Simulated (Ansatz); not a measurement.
# CH7FSi3: up Jacob's ladder to CCSD(T)

One table from this session's results is given with a row withheld; the runs are named, their logs left out.

Computed with Ansatz 0.2.0, Gaussian basis. Level: functionals in def2-TZVPP, the program's frozen cores in correlated methods.

Levels to be run: PBE-D4, r2SCAN-D4, PBE0-D4, B3LYP-D4, ωB97X-V, ωB97M-V, B2PLYP; CCSD(T)/def2-TZVPP; MP2/def2-QZVPP; extrapolation to the limit.

## The geometry

The geometry comes from an earlier relaxation with PBE0-D4 in a triple-zeta def2 set; it is a stationary point, not always the lowest conformer.

SMILES `F[SiH]1C[SiH2][SiH2]1`, 12 atoms, charge 0, spin multiplicity 1.

Atoms are counted from 1 here; the program's logs count them from 0.

Bond lengths: F1–Si2 1.608 Å, Si2–C3 1.879 Å, Si2–Si5 2.353 Å, Si2–H6 1.488 Å, C3–Si4 1.901 Å, C3–H7 1.092 Å, C3–H8 1.097 Å, Si4–Si5 2.354 Å, Si4–H9 1.488 Å, Si4–H10 1.488 Å, Si5–H11 1.485 Å, Si5–H12 1.490 Å. Angles: F1–Si2–C3 109.4°, F1–Si2–Si5 110.5°, F1–Si2–H6 106.4°, C3–Si2–Si5 89.9°, C3–Si2–H6 115.9°, Si5–Si2–H6 123.6°, Si2–C3–Si4 97.9°, Si2–C3–H7 116.9°, Si2–C3–H8 107.8°, Si4–C3–H7 117.0°, Si4–C3–H8 108.5°, H7–C3–H8 108.0°, C3–Si4–Si5 89.4°, C3–Si4–H9 115.0°, C3–Si4–H10 110.6°, Si5–Si4–H9 120.5°, Si5–Si4–H10 111.2°, H9–Si4–H10 108.9° and more.

Set-up of the first run:

The input, in.yaml:

```yaml
crystal:
  periodic: [false, false, false]
  atoms:
    - {symbol: F, position_ang: [-1.606091, 1.358393, 1.339587]}
    - {symbol: Si, position_ang: [-0.082442, 1.127982, 0.878780]}
    - {symbol: C, position_ang: [0.371912, -0.681302, 1.106317]}
    - {symbol: Si, position_ang: [-0.212110, -1.312978, -0.589319]}
    - {symbol: Si, position_ang: [0.040133, 0.860783, -1.456078]}
    - {symbol: H, position_ang: [0.740142, 2.106201, 1.640374]}
    - {symbol: H, position_ang: [-0.029756, -1.183781, 1.988163]}
    - {symbol: H, position_ang: [1.466460, -0.750242, 1.145090]}
    - {symbol: H, position_ang: [0.579298, -2.444516, -1.144862]}
    - {symbol: H, position_ang: [-1.645765, -1.707199, -0.534972]}
    - {symbol: H, position_ang: [-0.962097, 1.466260, -2.369467]}
    - {symbol: H, position_ang: [1.417316, 1.105199, -1.969613]}
basis:
  gaussian: {orbitals: def2-TZVPP}
hamiltonian: {xc: pbe, dispersion: d4}
output: {forces: true, orbitals: {seedname: orbitals}}
```

Started as:

```console
> ansatz run in.yaml --threads 4 --pin off --events-out ev --progress --plain --max-ram 10444MiB
```

Steps of the session up to this table: PBE-D4 (GGA); r2SCAN-D4 (meta-GGA); PBE0-D4 (hybrid); B3LYP-D4 (hybrid); ωB97X-V (range-separated); ωB97M-V (range-separated); B2PLYP (double hybrid); CCSD(T) in def2-TZVPP; MP2 in def2-QZVPP.

One table of the session follows, with a row left open; its other results are not shown here.

| method | atomisation energy (kJ/mol) |
| --- | --- |
| PBE-D4 | 4089.0 |
| r2SCAN-D4 | 4092.7 |
| PBE0-D4 | 4060.6 |
| B3LYP-D4 | 4062.6 |
| ωB97X-V | 4116.4 |
| ωB97M-V | 4084.4 |
| B2PLYP | ? |
| HF/def2-TZVPP | 3077.4 |
| MP2/def2-TZVPP | 4002.4 |
| CCSD/def2-TZVPP | 3927.1 |
| CCSD(T)/def2-TZVPP | 3976.6 |
| MP2/CBS | 4114.1 |
| CCSD(T)/CBS | 4088.3 |

Q: Estimate the row for B2PLYP from the others.

**Answer.** atomisation energy (kJ/mol): 4014.4. In the column «atomisation energy (kJ/mol)» it lies between MP2/def2-TZVPP (4002.4) and PBE0-D4 (4060.6).

Caveats from the session: Free atoms (1 F, 3 Si, 1 C, 7 H) were run apart at each level; the atomisation energy is their sum less the molecule, without zero-point or spin-orbit terms.
